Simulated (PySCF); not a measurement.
# C2H9GeNS: NMR shifts, electronic excitations and K edges in gas and solvents, part 2 of 2

PySCF 2.14.0. Atoms count from 0. The steps go on from the part before.

### 6 TDDFT and polarisability: B3LYP/def2-SVPD in chloroform

What the job is given:

```
{"job": {"kind": "uv", "xc": "B3LYP", "basis": "def2-SVPD", "solvent": "chloroform", "nstates": 6, "ntriplets": 0}, "charge": 0, "multiplicity": 1}
C     -1.674765     1.068431    -0.169723
N     -0.906534     0.309558     0.788166
Ge    -0.314943    -1.380721     0.422064
S      1.130120    -1.205639    -1.252592
C      2.224899     0.073521    -0.556658
H     -1.261193     0.904827    -1.177883
H     -2.751674     0.808298    -0.209226
H     -1.601489     2.150457     0.032540
H     -1.157719     0.482870     1.755797
H     -1.387011    -2.359934    -0.106928
H      0.324972    -1.880435     1.731605
H      1.633596     0.833321    -0.025774
H      2.966358    -0.365466     0.126096
H      2.749115     0.547013    -1.397855
```

Method: TDDFT B3LYP/def2-SVPD, vertical, IEF-PCM chloroform (non-equilibrium linear response), core orbitals frozen in the response.

What it wrote:

```text
coarse grid: 51464 points
cycle   1  E = -2611.1303636456  dE = -4.144e-01  |g| = 5.957e-01  |ddm| = 4.773e+00
cycle   2  E = -2611.0589090606  dE =  7.145e-02  |g| = 8.472e-01  |ddm| = 1.825e+00
cycle   3  E = -2611.1910679316  dE = -1.322e-01  |g| = 1.097e-01  |ddm| = 1.033e+00
cycle   4  E = -2611.1935761421  dE = -2.508e-03  |g| = 3.017e-02  |ddm| = 1.512e-01
cycle   5  E = -2611.1937516116  dE = -1.755e-04  |g| = 5.702e-03  |ddm| = 4.363e-02
cycle   6  E = -2611.1937608932  dE = -9.282e-06  |g| = 1.399e-03  |ddm| = 1.311e-02
final grid: 106544 points
cycle   7  E = -2611.1937729475  dE =  1.932e-07  |g| = 1.842e-03  |ddm| = 9.790e-03
cycle   8  E = -2611.1937720793  dE =  8.682e-07  |g| = 2.605e-03  |ddm| = 6.080e-03
cycle   9  E = -2611.1937739388  dE = -1.859e-06  |g| = 1.896e-04  |ddm| = 3.322e-03
cycle  10  E = -2611.1937739474  dE = -8.564e-09  |g| = 5.090e-05  |ddm| = 3.159e-04
cycle  11  E = -2611.1937739479  dE = -5.384e-10  |g| = 5.226e-06  |ddm| = 5.379e-05
converged SCF energy = -2611.1937739479

Static polarisability (au): isotropic 111.385, principal 102.718 110.080 121.358

Singlet excitations
state   eV       nm        f      main configurations
  1   5.4221    228.7   0.01130   H-1->L 0.62, H->L 0.27, H-1->L+1 0.08
  2   5.5578    223.1   0.01158   H->L+1 0.70, H->L 0.21
  3   5.5928    221.7   0.02400   H->L 0.49, H-1->L 0.24, H->L+1 0.23
  4   5.8457    212.1   0.02611   H-1->L+1 0.68, H-1->L+2 0.16
  5   6.0259    205.8   0.01304   H->L+2 0.82, H-1->L+1 0.08
  6   6.1021    203.2   0.05331   H-1->L+2 0.78, H-1->L+1 0.09
```

Wall time 24 s (1 thread of Arm Neoverse V1, shared host); peak memory 0.96 GiB.

In short: HOMO -6.43 eV, LUMO 0.01 eV; lowest singlet 5.42 eV.

### 7 Ultraviolet spectrum: B3LYP/def2-SVPD in tetrahydrofuran

The job, as its differences from that of step 6:

```diff
@@ -1,2 +1,2 @@
-{"job": {"kind": "uv", "xc": "B3LYP", "basis": "def2-SVPD", "solvent": "chloroform", "nstates": 6, "ntriplets": 0}, "charge": 0, "multiplicity": 1}
+{"job": {"kind": "uv", "xc": "B3LYP", "basis": "def2-SVPD", "solvent": "tetrahydrofuran", "nstates": 6, "ntriplets": 0}, "charge": 0, "multiplicity": 1}
 C     -1.674765     1.068431    -0.169723
```

With the program's defaults for keys left out, this is: TDDFT B3LYP/def2-SVPD, vertical, IEF-PCM tetrahydrofuran (non-equilibrium linear response), core orbitals frozen in the response.

What it wrote:

```text
coarse grid: 51464 points
cycle   1  E = -2611.1312703045  dE = -4.153e-01  |g| = 5.949e-01  |ddm| = 4.773e+00
cycle   2  E = -2611.0610530005  dE =  7.022e-02  |g| = 8.438e-01  |ddm| = 1.835e+00
cycle   3  E = -2611.1916889447  dE = -1.306e-01  |g| = 1.091e-01  |ddm| = 1.032e+00
cycle   4  E = -2611.1941624501  dE = -2.474e-03  |g| = 2.984e-02  |ddm| = 1.506e-01
cycle   5  E = -2611.1943339275  dE = -1.715e-04  |g| = 5.446e-03  |ddm| = 4.294e-02
cycle   6  E = -2611.1943422593  dE = -8.332e-06  |g| = 1.359e-03  |ddm| = 1.273e-02
final grid: 106544 points
cycle   7  E = -2611.1943543213  dE =  1.716e-07  |g| = 1.796e-03  |ddm| = 9.686e-03
cycle   8  E = -2611.1943535161  dE =  8.052e-07  |g| = 2.527e-03  |ddm| = 5.797e-03
cycle   9  E = -2611.1943552507  dE = -1.735e-06  |g| = 1.731e-04  |ddm| = 3.162e-03
cycle  10  E = -2611.1943552581  dE = -7.317e-09  |g| = 4.752e-05  |ddm| = 2.978e-04
cycle  11  E = -2611.1943552585  dE = -4.798e-10  |g| = 5.130e-06  |ddm| = 5.081e-05
converged SCF energy = -2611.1943552585

Static polarisability (au): isotropic 115.700, principal 107.331 114.296 125.474

Singlet excitations
state   eV       nm        f      main configurations
  1   5.4351    228.1   0.01131   H-1->L 0.61, H->L 0.29
  2   5.5663    222.7   0.01676   H->L+1 0.55, H->L 0.31, H-1->L 0.10
  3   5.5852    222.0   0.01862   H->L+1 0.38, H->L 0.36, H-1->L 0.20
  4   5.8660    211.4   0.02525   H-1->L+1 0.68, H-1->L+2 0.17
  5   6.0184    206.0   0.01946   H->L+2 0.85
  6   6.1195    202.6   0.04529   H-1->L+2 0.80, H-1->L+1 0.13
```

Wall time 24 s (1 thread of Arm Neoverse V1, shared host); peak memory 0.91 GiB.

This run: HOMO -6.42 eV, LUMO 0.01 eV; lowest singlet 5.44 eV.

### 8 Core excitations: BHandHLYP/def2-SVPD+aug-pcX-1+pcseg-1

The job, as its differences from that of step 7:

```diff
@@ -1,2 +1,2 @@
-{"job": {"kind": "uv", "xc": "B3LYP", "basis": "def2-SVPD", "solvent": "tetrahydrofuran", "nstates": 6, "ntriplets": 0}, "charge": 0, "multiplicity": 1}
+{"job": {"kind": "xas", "xc": "BHandHLYP", "basis": {"default": "aug-pcX-1", "H": "pcseg-1", "Ge": "def2-SVPD", "S": "def2-SVPD"}}, "charge": 0, "multiplicity": 1}
 C     -1.674765     1.068431    -0.169723
```

Level: core-valence-separated TDA BHandHLYP/aug-pcX-1 H:pcseg-1 Ge:def2-SVPD S:def2-SVPD, K edges, non-relativistic, gas phase.

What it wrote:

```text
coarse grid: 51464 points
cycle   1  E = -2611.0388468820  dE = -3.668e-01  |g| = 4.421e-01  |ddm| = 3.773e+00
cycle   2  E = -2611.0485057681  dE = -9.659e-03  |g| = 4.332e-01  |ddm| = 9.375e-01
cycle   3  E = -2611.0802208065  dE = -3.172e-02  |g| = 4.590e-02  |ddm| = 4.515e-01
cycle   4  E = -2611.0805551061  dE = -3.343e-04  |g| = 2.815e-02  |ddm| = 7.386e-02
cycle   5  E = -2611.0807302327  dE = -1.751e-04  |g| = 4.406e-03  |ddm| = 3.212e-02
cycle   6  E = -2611.0807346361  dE = -4.403e-06  |g| = 7.589e-04  |ddm| = 5.870e-03
final grid: 106544 points
cycle   7  E = -2611.0807463977  dE = -1.966e-07  |g| = 4.954e-04  |ddm| = 3.331e-03
cycle   8  E = -2611.0807464250  dE = -2.726e-08  |g| = 4.227e-04  |ddm| = 1.195e-03
cycle   9  E = -2611.0807464596  dE = -3.464e-08  |g| = 4.620e-05  |ddm| = 5.128e-04
cycle  10  E = -2611.0807464602  dE = -5.998e-10  |g| = 2.211e-05  |ddm| = 7.076e-05
converged SCF energy = -2611.0807464602

C K edge
   eV          f      from atoms
  285.165   0.04463   C4
  286.029   0.01258   C0
  286.227   0.01645   C4
  286.729   0.00243   C0
  286.793   0.02966   C0
  286.887   0.02913   C4
  287.038   0.03148   C0
  287.118   0.02478   C4
  287.270   0.00507   C4
  287.758   0.00026   C0
  287.802   0.00275   C4
  287.812   0.00383   C0

N K edge
   eV          f      from atoms
  399.135   0.01111   N1
  399.804   0.03327   N1
  400.330   0.01205   N1
  400.982   0.00553   N1
  401.169   0.00234   N1
  401.401   0.00131   N1
  401.784   0.00114   N1
  402.153   0.00796   N1
```

Wall time 15 s (1 thread of Arm Neoverse V1, shared host); peak memory 0.81 GiB.

### 9 Comparing the runs: NMR shifts

Shifts (ppm) of some atoms, chosen among heavy atoms and hydrogens apart, means over like atoms, with basis size and wall time:

| run | C0 | C4 | H11 | H8 | N1 | Ge2 | S3 | functions | time |
| --- | --- | --- | --- | --- | --- | --- | --- | --- | --- |
| PBE0/pcSseg-1 in chloroform | 31.0 | 12.2 | 2.09 | 0.09 | 14.6 | -21 | -211 | 161 | 19 s |
| PBE0/pcSseg-1 in tetrahydrofuran | 31.1 | 12.2 | 2.10 | 0.16 | 14.8 | -21 | -213 | 161 | 16 s |

The continuum's effect on the ground state:

| solvent | ε | polarisation energy (Eh) | μ (D) |
| --- | --- | --- | --- |
| chloroform | 4.71 | -0.0045 | 2.75 |
| tetrahydrofuran | 7.43 | -0.0053 | 2.83 |

### 10 Run by run: electronic excitations

Excitations and ground-state properties, with basis size and wall time:

| run | lowest singlet (eV) | brightest (eV) | f | gap (eV) | α (Å³) | μ (D) | functions | time |
| --- | --- | --- | --- | --- | --- | --- | --- | --- |
| B3LYP/def2-SVPD | 5.35 | 6.15 | 0.034 | 6.44 | 13.06 | 2.05 | 197 | 36 s |
| B3LYP/def2-SVPD in chloroform | 5.42 | 6.10 | 0.053 | 6.44 | 16.51 | 2.61 | 197 | 24 s |
| B3LYP/def2-SVPD in tetrahydrofuran | 5.44 | 6.12 | 0.045 | 6.43 | 17.15 | 2.71 | 197 | 24 s |

The continuum's effect on the ground state:

| solvent | ε | polarisation energy (Eh) | μ (D) |
| --- | --- | --- | --- |
| chloroform | 4.71 | -0.0042 | 2.61 |
| tetrahydrofuran | 7.43 | -0.0049 | 2.71 |

### 11 Results

The summary covers parts 1 to 2.

```
                                                                          quantity                                                  value
                                                                       point group                                                     C1
                                              rotational constants (main isotopes)                                   3.19, 1.84, 1.42 GHz
                                13C shifts against TMS (PBE0/pcSseg-1, chloroform)                                         31.0, 12.2 ppm
1H shifts against TMS (PBE0/pcSseg-1, chloroform, means over atoms taken as alike)                             5.13, 2.67, 2.09, 0.09 ppm
                                15N shifts against NH3 (PBE0/pcSseg-1, chloroform)                                               14.6 ppm
                             73Ge shifts against GeMe4 (PBE0/pcSseg-1, chloroform)                                                -21 ppm
                                33S shifts against CS2 (PBE0/pcSseg-1, chloroform)                                               -211 ppm
                                                  lowest singlet (B3LYP/def2-SVPD)                            5.35 eV (232 nm), f = 0.007
                                          brightest single state of those computed                            state 6, 6.15 eV, f = 0.034
                                             surface potential, 1st and 99th percentile                                     -0.99 V and 1.42 V
                                                                          C K edge  first line 285.17 eV, strongest 285.17 eV (f = 0.045)
                                                                          N K edge  first line 399.13 eV, strongest 399.80 eV (f = 0.033)
                                                          range of the shift of S3                                       -213 to -211 ppm
                                                       range of the lowest singlet                                        5.35 to 5.44 eV
```

Over 7 steps the energy fell by 0.132 eV; of the close pairs, Ge2–H9 changed most, 1.502 to 1.545 Å. No frequency check was run at this level, so the end point may be a saddle. The most deshielded carbon is C0 (methyl carbon bonded to N), at 31.0 ppm: pulled downfield by the heteroatom. The lowest singlet, at 5.35 eV, is HOMO→LUMO+1 0.48, HOMO→LUMO 0.41 and is weak; of the 6 states computed, the strongest absorption comes from state 6 at 6.15 eV (the last computed, so partners may be missing). At the C edge the strongest single line lifts a 1s electron of C4 into several orbitals, led by LUMO (weight 0.19), and it is the first line. At the N edge the strongest single line lifts a 1s electron of N1 into several orbitals, led by LUMO+1 (weight 0.32), 0.7 eV above the first line. Absolute edge energies from this method are off by several eV; spacings are better. Across the 2 runs the shift of S3 moves most, between -213 (PBE0/pcSseg-1 in tetrahydrofuran) and -211 ppm (PBE0/pcSseg-1 in chloroform). The continuum holds electrostatics alone: no hydrogen bonds to the solvent, and the gas-phase geometry is kept. The lowest singlet runs from 5.35 eV (B3LYP/def2-SVPD) to 5.44 eV (B3LYP/def2-SVPD in tetrahydrofuran), while the orbital gap spans 6.43 to 6.44 eV. The lowest state need not be the same one in every run. Spin-orbit coupling is left out, which matters for shieldings and couplings at and beside the heavy atoms.
